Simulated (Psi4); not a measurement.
**triplet BClF2 at 3 levels**

Wanted: a comparison of 3 runs (UHF/STO-3G, U-wB97X-V/aug-cc-pVDZ, UTPSSh/aug-cc-pVDZ) of triplet BClF2. 

Program for the calculation: Psi4 1.11.

## (1) Starting point

The species is BClF2 (4 atoms), meant as a triplet with charge 0. SMILES of the parent species: `FB(F)Cl`. The coordinates come from a PBE0-D4/def2-TZVP relaxation. That shape belongs to the parent species and isn't relaxed for this state.

Bond lengths: F1–B2 1.310 Å, B2–F3 1.310 Å, B2–Cl4 1.740 Å. Angles: F1–B2–F3 119.0°, F1–B2–Cl4 120.5°, F3–B2–Cl4 120.5°.

## (2) Energy and gradient at UHF/STO-3G (run 1)

calc.in

```
memory 1.6 GB

molecule m {
  0 3
  F
  B 1 r2
  F 2 r3 1 a3
  Cl 2 r4 3 a4 1 d4

  r2 = 1.31045
  r3 = 1.310267
  a3 = 119.00197
  r4 = 1.73969
  a4 = 120.50141
  d4 = 179.99239
  units angstrom
  symmetry c1
  no_reorient
  no_com
}

set basis STO-3G
set reference uhf
set puream true
set e_convergence 1e-09
set d_convergence 1e-08
set scf_type pk
set maxiter 100

e_tot, wfn = gradient('hf', return_wfn=True)
oeprop(wfn, 'MAYER_INDICES', 'QUADRUPOLE', 'LOWDIN_CHARGES', title='HF')
```

Launch:

```sh
$ psi4 -i calc.in -o calc.out -n 1
```

calc.out:

```text
[...]
  Running in c1 symmetry.
[...]
  Nuclear repulsion =  142.136297037602844
[...]
  Multiplicity = 3
[...]
  Nalpha       = 21
  Nbeta        = 19
[...]
    Number of basis functions: 24
[...]
   @UHF iter   1:  -674.77529750471831   -1.04946e+00   1.10648e-02 ADIIS/DIIS
[...]
   @UHF iter  17:  -674.84145162675259   -2.04636e-11   9.75297e-09 DIIS
[...]
   @S^2 Observed:                2.005213109E+00
[...]
  @UHF Final Energy:  -674.84145162675259
   => Energetics <=
    Nuclear Repulsion Energy =            142.1362970376028443
    One-Electron Energy =               -1221.4338970237458852
    Two-Electron Energy =                 404.4561483593903404
    Total Energy =                       -674.8414516267527006
  UHF NO Occupations:
  HONO-2 :   19  A 1.9977021
  HONO-1 :   20  A 1.0000000
[...]
  -Total Gradient:
     Atom            X                  Y                   Z
    ------   -----------------  -----------------  -----------------
       1        0.000022211229    -0.026965423702     0.072632206630
       2       -0.000076360478     0.088670951030     0.052414780112
       3        0.000022213270     0.050642307414    -0.058891730896
       4        0.000031935979    -0.112347834737    -0.066155255854
[...]
```

Wall time 2.3 s (1 thread of Intel Xeon Platinum 8259CL at 2.50GHz (Skylake/Cascade Lake), shared host); peak memory 0.18 GiB.

## (3) The energy at U-wB97X-V/aug-cc-pVDZ (run 2)

input.in

```
memory 1.6 GB

molecule molecule1 {
  0 3
  F
  B 1 r2
  F 2 r3 1 a3
  Cl 2 r4 3 a4 1 d4

  r2 = 1.31045
  r3 = 1.310267
  a3 = 119.00197
  r4 = 1.73969
  a4 = 120.50141
  d4 = 179.99239
  symmetry c1
  no_reorient
  no_com
}

set basis aug-cc-pVDZ
set reference uks
set puream true
set e_convergence 1e-09
set d_convergence 1e-08
set scf_type pk
set dft_radial_points 99
set dft_spherical_points 590
set maxiter 100

e, wfn = energy("wb97x-v", return_wfn=True)
print_variables()
```

Launch:

```sh
$ psi4 -i input.in -o input.out -n 1
```

input.out:

```text
[...]
  Running in c1 symmetry.
[...]
  Nuclear repulsion =  142.136297037602844
[...]
  Multiplicity = 3
[...]
  Nalpha       = 21
  Nbeta        = 19
[...]
    Number of basis functions: 96
[...]
   @UKS iter   1:  -684.36315208954989   -1.41919e-01   5.55237e-03 DIIS/ADIIS
[...]
   @UKS iter  16:  -684.48044739808722   -4.88853e-12   5.62556e-09 DIIS
[...]
   @S^2 Observed:                2.004997339E+00
[...]
  @UKS Final Energy:  -684.48044739808722
   => Energetics <=
    Nuclear Repulsion Energy =            142.1362970376028443
    One-Electron Energy =               -1228.4253213849985968
    Two-Electron Energy =                 440.9663470430593861
    DFT Exchange-Correlation Energy =     -39.3240177107325621
    Empirical Dispersion Energy =           0.0000000000000000
    VV10 Nonlocal Energy =                  0.1662476169816661
    Total Energy =                       -684.4804473980872217
[...]
 Multipole Moments:
 ------------------------------------------------------------------------------------
     Multipole            Electronic (a.u.)      Nuclear  (a.u.)        Total (a.u.)
 ------------------------------------------------------------------------------------
 L = 1.  Multiply by 2.5417464519 to convert [e a0] to [Debye]
 Dipole X            :         -0.0004369           -0.0001291           -0.0005660
 Dipole Y            :          0.2228892            1.0795138            1.3024031
 Dipole Z            :          0.1315711            0.6358196            0.7673908
 Magnitude           :                                                    1.5116688
[...]
```

Wall time 1.7 min (1 thread of Intel Xeon Platinum 8259CL at 2.50GHz (Skylake/Cascade Lake), shared host); peak memory 0.84 GiB.

## (4) Energy and gradient at UTPSSh/aug-cc-pVDZ (run 3)

bclf2.py

```python
import psi4

psi4.set_memory('1600 MB')
psi4.set_num_threads(1)
psi4.core.set_output_file('output.dat', False)

molecule = psi4.geometry("""
0 3
F     -0.173700    -1.254300    -0.546300
B     -0.067100    -0.041300    -0.062000
F     -1.011600     0.830100    -0.317700
Cl     1.307900     0.405300     0.905700
symmetry c1
""")

psi4.set_options({
    'reference': 'uks',
    'puream': True,
    'e_convergence': 1e-09,
    'd_convergence': 1e-08,
    'scf_type': 'pk',
    'dft_radial_points': 99,
    'dft_spherical_points': 590,
    'maxiter': 100,
})

result, w = psi4.gradient("tpssh/aug-cc-pVDZ", return_wfn=True)
psi4.oeprop(w, "LOWDIN_CHARGES", "QUADRUPOLE", "DIPOLE")
print('gradient / Eh bohr^-1')
print(result.np.round(6))
print(f'energy = {w.energy():.10f} Eh')
```

Launch:

```sh
$ python bclf2.py
```

output.dat:

```text
[...]
  Running in c1 symmetry.
[...]
  Nuclear repulsion =  142.136300753478139
[...]
  Multiplicity = 3
[...]
  Nalpha       = 21
  Nbeta        = 19
[...]
    Number of basis functions: 96
[...]
   @UKS iter   1:  -684.45029587544900    1.26361e-01   6.82254e-03 ADIIS/DIIS
[...]
   @UKS iter  14:  -684.64916617571407   -1.09139e-11   2.78829e-09 DIIS
[...]
   @S^2 Observed:                2.005585708E+00
[...]
  @UKS Final Energy:  -684.64916617571407
   => Energetics <=
    Nuclear Repulsion Energy =            142.1363007534781389
    One-Electron Energy =               -1228.6588022106398057
    Two-Electron Energy =                 450.0137844101100200
    DFT Exchange-Correlation Energy =     -48.1404491286622900
    Empirical Dispersion Energy =           0.0000000000000000
    VV10 Nonlocal Energy =                  0.0000000000000000
    Total Energy =                       -684.6491661757140719
[...]
  -Total Gradient:
     Atom            X                  Y                   Z
    ------   -----------------  -----------------  -----------------
       1       -0.003010885335     0.076907053606     0.024962397894
       2       -0.014879711675    -0.004687966595    -0.010518471299
       3        0.052502907276    -0.060980790714     0.009890108355
       4       -0.034587936886    -0.011230379371    -0.024316701896
[...]
```

Standard output:

```text
gradient / Eh bohr^-1
[[-0.003011  0.076907  0.024962]
 [-0.01488  -0.004688 -0.010518]
 [ 0.052503 -0.060981  0.00989 ]
 [-0.034588 -0.01123  -0.024317]]
energy = -684.6491661757 Eh
```

Run time: 90 s. Hardware: 1 thread of Intel Xeon Platinum 8259CL at 2.50GHz (Skylake/Cascade Lake), shared host; peak memory 0.96 GiB.

## (5) Overview of the runs

```
run                  level      task         integration grid  energy (Eh)  dipole moment (D)  HOMO energy (eV)   ⟨S²⟩  wall time
  1             UHF/STO-3G  gradient                        –  -674.841452               4.15             -1.67  2.005      2.3 s
  2  U-wB97X-V/aug-cc-pVDZ    energy  99 radial × 590 angular  -684.480447               3.84             -4.42  2.005    1.7 min
  3     UTPSSh/aug-cc-pVDZ  gradient  99 radial × 590 angular  -684.649166               2.72             -1.82  2.006       90 s
```

## (6) Summary of results

| quantity | value |
| --- | --- |
| run 3: total energy | -684.64917 Eh |
| run 3: dipole moment | 2.72 D |
| run 3: HOMO energy (highest over α and β) | -1.82 eV |
| run 3: ⟨S²⟩ | 2.006 |
| run 3: largest force on an atom | 4.169 eV/Å |

What this shows: The dipole moment (its size) runs from 2.72 D (UTPSSh/aug-cc-pVDZ) to 4.15 D (UHF/STO-3G). The two ends differ in method and basis. Totals of different functionals can't be ranked against each other. In run 1 the basis is minimal, so the values are rough. All runs together took 3.2 min, the longest 1.7 min.
